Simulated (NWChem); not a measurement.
# One shape, several levels: doublet C6H6O+

Aim: a comparison of 5 runs (UBLYP/6-31G*, U-r2SCAN/6-31G*, U-revPBE/6-31G*, UM06-L/6-31G*, UTPSS/6-31G*) of doublet C6H6O+. 

The calculation is run with NWChem 7.3.0.

**1. The system as given**

C6H6O+ has 13 atoms, charge +1, and is taken as a doublet. SMILES of the parent species: `C=Cc1ccco1`. The shape is that of a PBE0-D4/def2-TZVP optimisation. This is one conformer, not always the lowest. That shape belongs to the parent species and isn't relaxed for this state.

Bond lengths: C1–C2 1.332 Å, C2–C3 1.437 Å, C3–C4 1.364 Å, C4–C5 1.422 Å, C5–C6 1.354 Å, C3–O7 1.358 Å, C6–O7 1.349 Å, C1–H8 1.083 Å, C1–H9 1.082 Å, C2–H10 1.086 Å, C4–H11 1.078 Å, C5–H12 1.078 Å, C6–H13 1.077 Å. Some angles: C1–C2–C3 125.7°, C2–C3–C4 131.7°, C2–C3–O7 118.9°, C4–C3–O7 109.4°, C3–C4–C5 106.6°, C4–C5–C6 105.8°, C5–C6–O7 110.7°, C3–O7–C6 107.4°, C1–C2–H10 120.0°, C3–C2–H10 114.3°.

**2. A single-point energy at UBLYP/6-31G(d) (spherical functions) (run 1)**

struct.nw reads:

```
echo
start struct
memory stack 880 mb heap 220 mb global 1100 mb
charge 1

geometry units angstrom noautosym nocenter noautoz
 C     1.598400    0.733400    1.772100
 C     1.254100   -0.233100    0.921900
 C     0.143000   -0.191300    0.011000
 C    -0.316800   -1.095400   -0.901000
 C    -1.454700   -0.508100   -1.518200
 C    -1.603500    0.706800   -0.938200
 O    -0.645400    0.913600   -0.011500
 H     1.036900    1.657700    1.835900
 H     2.453300    0.619900    2.426000
 H     1.834100   -1.149900    0.878500
 H     0.113200   -2.064000   -1.101100
 H    -2.078900   -0.930600   -2.289000
 H    -2.313300    1.506300   -1.071600
end

basis spherical bse
 * library 6-31G*
end

dft
 xc becke88 lyp
 mult 2
 grid fine
 convergence energy 1e-08
 iterations 100
 mulliken
 print low
end

task dft energy
```

On the command line:

```console
$ nwchem struct.nw > struct.out
```

Standard output:

```text
[...]
 d= 0,ls=0.0,diis     1   -306.9119837907 -5.80D+02  7.37D-03  2.71D-01    15.8
[...]
 d= 0,ls=0.0,diis    14   -307.0215541620 -2.43D-09  3.45D-07  2.71D-09   191.1
[...]
         Total DFT energy =     -307.021554162005
      One electron energy =     -944.727421857640
           Coulomb energy =      407.882924114259
    Exchange-Corr. energy =      -43.013533025331
 Nuclear repulsion energy =      272.836476606707
[...]
      Total Density - Mulliken Population Analysis
     ---------------------------------------------
    Atom       Charge   Shell Charges
 -----------   ------   -------------------------------------------------------
    1 C    6     6.22   2.00  0.72  2.04  0.62  0.82  0.03
    2 C    6     6.07   2.00  0.70  2.10  0.48  0.75  0.03
    3 C    6     5.63   2.00  0.72  2.04  0.38  0.43  0.07
    4 C    6     6.11   2.00  0.71  2.10  0.53  0.75  0.03
    5 C    6     6.10   2.00  0.70  2.11  0.53  0.73  0.03
    6 C    6     5.83   2.00  0.72  2.02  0.46  0.57  0.06
    7 O    8     8.33   2.00  0.92  2.93  0.94  1.50  0.04
    8 H    1     0.78   0.52  0.26
    9 H    1     0.78   0.52  0.25
   10 H    1     0.80   0.53  0.27
[...]
      <S2> =      0.7562 (Exact =     0.7500)
[...]
```

It took 3.2 min on 1 thread of Intel Xeon at 2.50GHz (Skylake/Cascade Lake), shared host; peak memory 0.12 GiB.

**3. The energy at U-r2SCAN/6-31G(d) (spherical functions) (run 2)**

input.xyz reads:

```xyz
13

C      1.598400     0.733400     1.772100
C      1.254100    -0.233100     0.921900
C      0.143000    -0.191300     0.011000
C     -0.316800    -1.095400    -0.901000
C     -1.454700    -0.508100    -1.518200
C     -1.603500     0.706800    -0.938200
O     -0.645400     0.913600    -0.011500
H      1.036900     1.657700     1.835900
H      2.453300     0.619900     2.426000
H      1.834100    -1.149900     0.878500
H      0.113200    -2.064000    -1.101100
H     -2.078900    -0.930600    -2.289000
H     -2.313300     1.506300    -1.071600
```

input.nw reads:

```
start input
memory 2200 mb
charge 1

geometry noautosym nocenter noautoz
load input.xyz
end

basis spherical bse
* library 6-31G*
end

dft
xc r2scan
mult 2
grid fine
convergence energy 1e-08
maxiter 100
mulliken
end

task dft energy
```

On the command line:

```console
$ nwchem input.nw > input.out
```

Standard output:

```text
[...]
          Wavefunction type:  spin polarized.
          No. of atoms     :    13
          No. of electrons :    49
[...]
          Charge           :     1
          Spin multiplicity:     2
[...]
          AO basis - number of functions:   110
[...]
              XC Information
              --------------
                      r^2SCAN Method XC Functional
               r^2SCAN metaGGA Exchange Functional  1.000
                     r^2SCAN Correlation Potential  1.000
[...]
 d= 0,ls=0.0,diis     1   -306.8642666679 -5.80D+02  5.90D-03  2.26D-01    18.4
[...]
 d= 0,ls=0.0,diis    14   -306.9583843513 -9.68D-09  7.80D-07  6.95D-09   231.3
[...]
         Total DFT energy =     -306.958384351278
      One electron energy =     -944.482834678488
           Coulomb energy =      407.611134741502
    Exchange-Corr. energy =      -42.923161021000
 Nuclear repulsion energy =      272.836476606707
[...]
      Total Density - Mulliken Population Analysis
     ---------------------------------------------
    Atom       Charge   Shell Charges
 -----------   ------   -------------------------------------------------------
    1 C    6     6.30   2.00  0.71  2.01  0.65  0.90  0.03
    2 C    6     6.15   2.00  0.70  2.06  0.52  0.84  0.04
    3 C    6     5.59   2.00  0.72  1.99  0.38  0.43  0.07
    4 C    6     6.17   2.00  0.70  2.05  0.56  0.82  0.04
    5 C    6     6.19   2.00  0.70  2.07  0.57  0.83  0.04
    6 C    6     5.82   2.00  0.72  1.97  0.46  0.60  0.07
    7 O    8     8.41   2.00  0.92  2.90  0.97  1.58  0.04
    8 H    1     0.74   0.52  0.22
    9 H    1     0.73   0.52  0.21
   10 H    1     0.74   0.52  0.22
[...]
      <S2> =      0.7776 (Exact =     0.7500)
[...]
```

Wall time 3.9 min (1 thread of Intel Xeon at 2.50GHz (Skylake/Cascade Lake), shared host); peak memory 0.12 GiB.

Run 3 isn't shown in full; the table further down has it.

**4. The energy at UM06-L/6-31G(d) (spherical functions) (run 4)**

sp.nw reads:

```
start sp
title "C6H6O M06-L"
memory total 2200 mb
charge 1

geometry noautosym nocenter noautoz
C      1.598400     0.733400     1.772100
C      1.254100    -0.233100     0.921900
C      0.143000    -0.191300     0.011000
C     -0.316800    -1.095400    -0.901000
C     -1.454700    -0.508100    -1.518200
C     -1.603500     0.706800    -0.938200
O     -0.645400     0.913600    -0.011500
H      1.036900     1.657700     1.835900
H      2.453300     0.619900     2.426000
H      1.834100    -1.149900     0.878500
H      0.113200    -2.064000    -1.101100
H     -2.078900    -0.930600    -2.289000
H     -2.313300     1.506300    -1.071600
end

basis spherical bse
* library 6-31G*
end

dft
xc m06-l
mult 2
grid fine
convergence energy 1e-08
iterations 100
mulliken
end

task dft energy
```

On the command line:

```console
$ nwchem sp.nw > sp.out
```

Standard output:

```text
[...]
          Wavefunction type:  spin polarized.
          No. of atoms     :    13
          No. of electrons :    49
[...]
          Charge           :     1
          Spin multiplicity:     2
[...]
          AO basis - number of functions:   110
[...]
              XC Information
              --------------
                        M06-L Method XC Functional
                         M06-L Exchange Functional  1.000
                       M06-L Correlation Potential  1.000
[...]
 d= 0,ls=0.0,diis     1   -307.0011755280 -5.80D+02  5.96D-03  2.11D-01    17.3
[...]
 d= 0,ls=0.0,diis    15   -307.0937049940 -3.15D-09  1.61D-07  2.73D-10   253.7
[...]
         Total DFT energy =     -307.093704993953
      One electron energy =     -944.568445245201
           Coulomb energy =      407.727627866216
    Exchange-Corr. energy =      -43.089364221675
 Nuclear repulsion energy =      272.836476606707
[...]
      Total Density - Mulliken Population Analysis
     ---------------------------------------------
    Atom       Charge   Shell Charges
 -----------   ------   -------------------------------------------------------
    1 C    6     6.33   2.00  0.72  1.99  0.68  0.92  0.03
    2 C    6     6.15   2.00  0.71  2.05  0.51  0.85  0.03
    3 C    6     5.55   2.00  0.72  1.99  0.37  0.40  0.07
    4 C    6     6.20   2.00  0.71  2.05  0.54  0.87  0.03
    5 C    6     6.21   2.00  0.71  2.06  0.55  0.87  0.03
    6 C    6     5.82   2.00  0.73  1.96  0.46  0.61  0.07
    7 O    8     8.46   2.00  0.94  2.88  0.97  1.62  0.04
    8 H    1     0.73   0.53  0.20
    9 H    1     0.72   0.53  0.19
   10 H    1     0.73   0.53  0.20
[...]
      <S2> =      0.7620 (Exact =     0.7500)
[...]
```

Wall time 4.2 min (1 thread of Intel Xeon at 2.50GHz (Skylake/Cascade Lake), shared host); peak memory 0.12 GiB.

**5. A single-point energy at UTPSS/6-31G(d) (spherical functions) (run 5)**

job.xyz reads:

```xyz
13

C      1.598400     0.733400     1.772100
C      1.254100    -0.233100     0.921900
C      0.143000    -0.191300     0.011000
C     -0.316800    -1.095400    -0.901000
C     -1.454700    -0.508100    -1.518200
C     -1.603500     0.706800    -0.938200
O     -0.645400     0.913600    -0.011500
H      1.036900     1.657700     1.835900
H      2.453300     0.619900     2.426000
H      1.834100    -1.149900     0.878500
H      0.113200    -2.064000    -1.101100
H     -2.078900    -0.930600    -2.289000
H     -2.313300     1.506300    -1.071600
```

job.nw reads:

```
start job
memory 2200 mb
charge 1
geometry units angstroms noautosym nocenter noautoz
  load job.xyz
end
basis spherical bse
  * library 6-31G*
end
dft
  xc xtpss03 ctpss03
  mult 2
  grid fine
  convergence energy 1e-08
  maxiter 100
  mulliken
end
task dft energy
```

On the command line:

```console
$ nwchem job.nw > job.out
```

Standard output:

```text
[...]
          Wavefunction type:  spin polarized.
          No. of atoms     :    13
          No. of electrons :    49
[...]
          Charge           :     1
          Spin multiplicity:     2
[...]
          AO basis - number of functions:   110
[...]
              XC Information
              --------------
                  TPSS metaGGA Exchange Functional  1.000
             TPSS03 metaGGA Correlation Functional  1.000
[...]
 d= 0,ls=0.0,diis     1   -307.0970434149 -5.80D+02  6.39D-03  2.18D-01    17.3
[...]
 d= 0,ls=0.0,diis    14   -307.1966009281 -6.23D-10  4.23D-07  2.96D-09   240.5
[...]
         Total DFT energy =     -307.196600928133
      One electron energy =     -944.672580770978
           Coulomb energy =      407.835807199018
    Exchange-Corr. energy =      -43.196303962880
 Nuclear repulsion energy =      272.836476606707
[...]
      Total Density - Mulliken Population Analysis
     ---------------------------------------------
    Atom       Charge   Shell Charges
 -----------   ------   -------------------------------------------------------
    1 C    6     6.27   2.00  0.71  2.02  0.65  0.86  0.03
    2 C    6     6.11   2.00  0.70  2.07  0.50  0.80  0.04
    3 C    6     5.62   2.00  0.71  2.01  0.38  0.45  0.07
    4 C    6     6.15   2.00  0.70  2.07  0.54  0.80  0.04
    5 C    6     6.17   2.00  0.70  2.08  0.55  0.80  0.04
    6 C    6     5.82   2.00  0.72  1.99  0.46  0.59  0.07
    7 O    8     8.38   2.00  0.92  2.91  0.97  1.55  0.04
    8 H    1     0.75   0.53  0.23
    9 H    1     0.75   0.53  0.22
   10 H    1     0.76   0.53  0.23
[...]
      <S2> =      0.7612 (Exact =     0.7500)
[...]
```

Wall time 4 min (1 thread of Intel Xeon at 2.50GHz (Skylake/Cascade Lake), shared host); peak memory 0.12 GiB.

**6. The series**

```tsv
run	level	energy (Eh)	⟨S²⟩	wall time
1	UBLYP/6-31G* (spherical functions)	-307.021554	0.756	3.2 min
2	U-r2SCAN/6-31G* (spherical functions)	-306.958384	0.778	3.9 min
3	U-revPBE/6-31G* (spherical functions)	-307.054290	0.758	3.2 min
4	UM06-L/6-31G* (spherical functions)	-307.093705	0.762	4.2 min
5	UTPSS/6-31G* (spherical functions)	-307.196601	0.761	4 min
```

**7. Summary of results**

| quantity | value |
| --- | --- |
| run 5: total energy | -307.19660 Eh |
| run 5: HOMO energy (highest over α and β) | -11.40 eV |
| run 5: LUMO energy (lowest over α and β) | -10.42 eV |
| run 5: ⟨S²⟩ | 0.761 |

What this shows: Totals of different functionals can't be ranked against each other. All runs together took 19 min, the longest 4.2 min.
